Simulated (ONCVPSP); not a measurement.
**Zinc: generating and testing an ONCV potential**

Task: generate the file, and judge it by its errors in other configurations, its logarithmic derivatives, its ghosts and its cutoff.

Method: ONCVPSP 4.0.1.1 (patched build), PBE, scalar-relativistic.

## Step 1: Starting point

The settings as typed:

```
element                 : zinc (Zn, Z = 30)
type                    : optimised norm-conserving Vanderbilt (ONCV)
frozen core             : [Ar]
valence charge          : 12
reference configuration : 3d10 4s1.5 4p0.5
partial waves           : 4s: rc 1.85 bohr, ncon 4, nbas 8, qcut 3.4 1/bohr, 2 projectors, debl 1.1 Ha; 4p: rc 1.95 bohr, ncon 4, nbas 7, qcut 3.9 1/bohr, 2 projectors, debl 3.5 Ha; 3d: rc 0.95 bohr, ncon 4, nbas 9, qcut 14.1 1/bohr, local
local potential         : the d channel
core correction         : Teter function, fcfact 4.25, rcfact 1.2
```

## Step 2: Generating the potential

Zn.dat

```
# ATOM AND REFERENCE CONFIGURATION
# atsym  z   nc   nv     iexc    psfile
  Zn 30.00    5    3        4      upf
#
#   n    l    f
    1    0    2.00
    2    0    2.00
    2    1    6.00
    3    0    2.00
    3    1    6.00
    3    2   10.00
    4    0    1.50
    4    1    0.50
#
# PSEUDOPOTENTIAL AND OPTIMIZATION
# lmax
    2
#
#   l,   rc,      ep,       ncon, nbas, qcut
    0    1.85    0.00    4    8    3.40
    1    1.95    0.00    4    7    3.90
    2    0.95    0.00    4    9   14.10
#
# LOCAL POTENTIAL
# lloc, lpopt,  rc(5),   dvloc0
    2    5    0.95    0.00
#
# VANDERBILT-KLEINMAN-BYLANDER PROJECTORs
# l, nproj, debl
    0    2    1.10
    1    2    3.50
    2    0    1.50
#
# MODEL CORE CHARGE
# icmod, fcfact, rcfact
    3    4.25    1.20
#
# LOG DERIVATIVE ANALYSIS
# epsh1, epsh2, depsh
   -2.00    5.00    0.02
#
# OUTPUT GRID
# rlmax, drl
    6.00    0.01
#
# TEST CONFIGURATIONS
# ncnf
    4
# nvcnf
#   n    l    f
    3
    3    2   10.00
    4    0    2.00
    4    1    0.00
#
    3
    3    2   10.00
    4    0    1.00
    4    1    0.00
#
    3
    3    2   10.00
    4    0    0.00
    4    1    0.00
#
    3
    3    2   10.00
    4    0    1.50
    4    1    0.00
#
```

On the command line:

```
$ oncvpsp.x < Zn.dat > Zn.out
```

Q: Predict the outcome of this session. Wanted: cutoffs for 1 and 0.1 mHa per electron, occupied waves; bound ghosts; GHOST(+) flags; largest test error; largest phase difference near zero energy, channels read; rms error of d²Exc/dn², without and with the model core.

The runs gave:

```
                                                quantity                                         value
  cutoffs for 1 and 0.1 mHa per electron, occupied waves                              90 Ha and 128 Ha
                                            bound ghosts               s at -351.36 eV, p at -46.26 eV
                                          GHOST(+) flags                                   s at 113 eV
                            largest test error (AE − PS)  +0.5 meV, for 3d10 4s2 4p0 (1 test unsolved)
largest phase difference near zero energy, channels read                                     0.005 rad
 rms error of d²Exc/dn², without and with the model core                             5.66 and 2.74 mHa
```

What this shows: A bound ghost (s, p) makes it unfit for use: electrons can fall into a state that the atom doesn't have. The worst unpolarised test, 3d10 4s2 4p0, is off by 0.5 meV on 2.5 eV; by total energies transferability rates as very good where solved. Atomic tests can pass in spite of a ghost, since they solve only for the levels asked. Of the tests 1 gave no usable energy difference, which is a warning in itself. By its cutoff, 90 Ha for the looser tolerance, it is very hard. At the looser tolerance the 3d wave is the slowest; 4s needs 6 Ha. Near zero energy the phases of the channels with partial waves agree within 0.005 rad. The pseudo curves have a pole with no partner nearby in the atom's: p at -1.69 Ha. The program also flags highly localised states, GHOST(+) (s).
